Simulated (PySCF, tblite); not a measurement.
# C₆H₉ClSi: geometry, infrared bands and NMR shifts

What infrared bands and NMR shifts should C₆H₉ClSi (`C#CC/C(Cl)=C(/C)[SiH3]`) show?

Programs: tblite 0.8.0 and PySCF 2.14.0, with density-fitted response routines of our own. Each step states its level of theory. These are calculated values for one molecule in the gas phase, unless marked as measured. Atoms count from 0, in the outputs and in this text.

**1. The molecule as given**

17 atoms, charge 0, multiplicity 1; geometry from: force field or distance geometry start.

Bonds of the start (Å): C0–C1 1.21, C1–C2 1.46, C2–C3 1.53, C3–Cl4 1.73, C3–C5 1.36, C5–C6 1.51, C5–Si7 1.88, C0–H8 1.06, C2–H9 1.09, C2–H10 1.10, C6–H11 1.08, C6–H12 1.11, C6–H13 1.09, Si7–H14 1.49, Si7–H15 1.48, Si7–H16 1.49.

**2. Geometry optimisation with GFN2-xTB**

Job settings and geometry (Å):

```
{"job": {"kind": "relax", "xc": "GFN2-xTB", "basis": "xTB"}, "charge": 0, "multiplicity": 1}
C      3.292200    -0.171900     0.909400
C      2.406800    -0.508700     0.149400
C      1.354200    -0.944100    -0.757100
C      0.320500     0.172000    -0.947800
Cl     0.756600     1.250500    -2.234200
C     -0.837000     0.345700    -0.253100
C     -1.825200     1.466000    -0.498900
Si    -1.362900    -0.760000     1.176700
H      4.061300     0.138500     1.576300
H      1.774300    -1.218400    -1.725500
H      0.879600    -1.862500    -0.391000
H     -1.542000     2.137200    -1.301200
H     -1.948000     2.084000     0.411800
H     -2.802400     1.054100    -0.769600
H     -2.747700    -0.397000     1.601500
H     -0.437500    -0.599800     2.324200
H     -1.349900    -2.173600     0.719200
```

Started as:

```console
$ OMP_NUM_THREADS=1 python probes_run.py task.json out
```

One launch serves the whole session: the jobs run in the order shown.

**Question.** This job is followed by: GFN2-xTB harmonic vibrations, gas phase; GIAO PBE0/pcSseg-1 NMR shielding, non-relativistic, gas phase. Predict these results of the whole session: strongest single infrared mode (GFN2-xTB); zero-point energy (GFN2-xTB); ¹³C shifts against TMS (PBE0/pcSseg-1); ¹H shifts against TMS (PBE0/pcSseg-1, means over atoms taken as alike); ³⁵Cl shifts against HCl (PBE0/pcSseg-1); ²⁹Si shifts against TMS (PBE0/pcSseg-1).

The runs gave:

```
                                                              quantity                                     value
                             strongest single infrared mode (GFN2-xTB)                      800 cm⁻¹, 454 km/mol
                                          zero-point energy (GFN2-xTB)                             75.3 kcal/mol
                                ¹³C shifts against TMS (PBE0/pcSseg-1)  149.2, 131.2, 84.1, 77.6, 33.6, 26.1 ppm
¹H shifts against TMS (PBE0/pcSseg-1, means over atoms taken as alike)                4.27, 3.23, 2.18, 1.55 ppm
                               ³⁵Cl shifts against HCl (PBE0/pcSseg-1)                                   273 ppm
                               ²⁹Si shifts against TMS (PBE0/pcSseg-1)                                 -76.4 ppm
```

In words: The optimisation took 86 steps and gained 0.160 eV; among the close pairs (by a distance rule), C3–C5 changed most, from 1.361 to 1.327 Å. No mode is imaginary among the 45: a minimum at this level. The strongest single mode, at 800 cm⁻¹, moves mainly H16 and H14. GFN2-xTB is a fitted tight-binding method: band positions and strengths are rough. Its intensities can rank the bands wrongly. At PBE0/pcSseg-1: Shielding is most anisotropic at Cl4 (span 490 ppm, paramagnetic term -471 ppm).
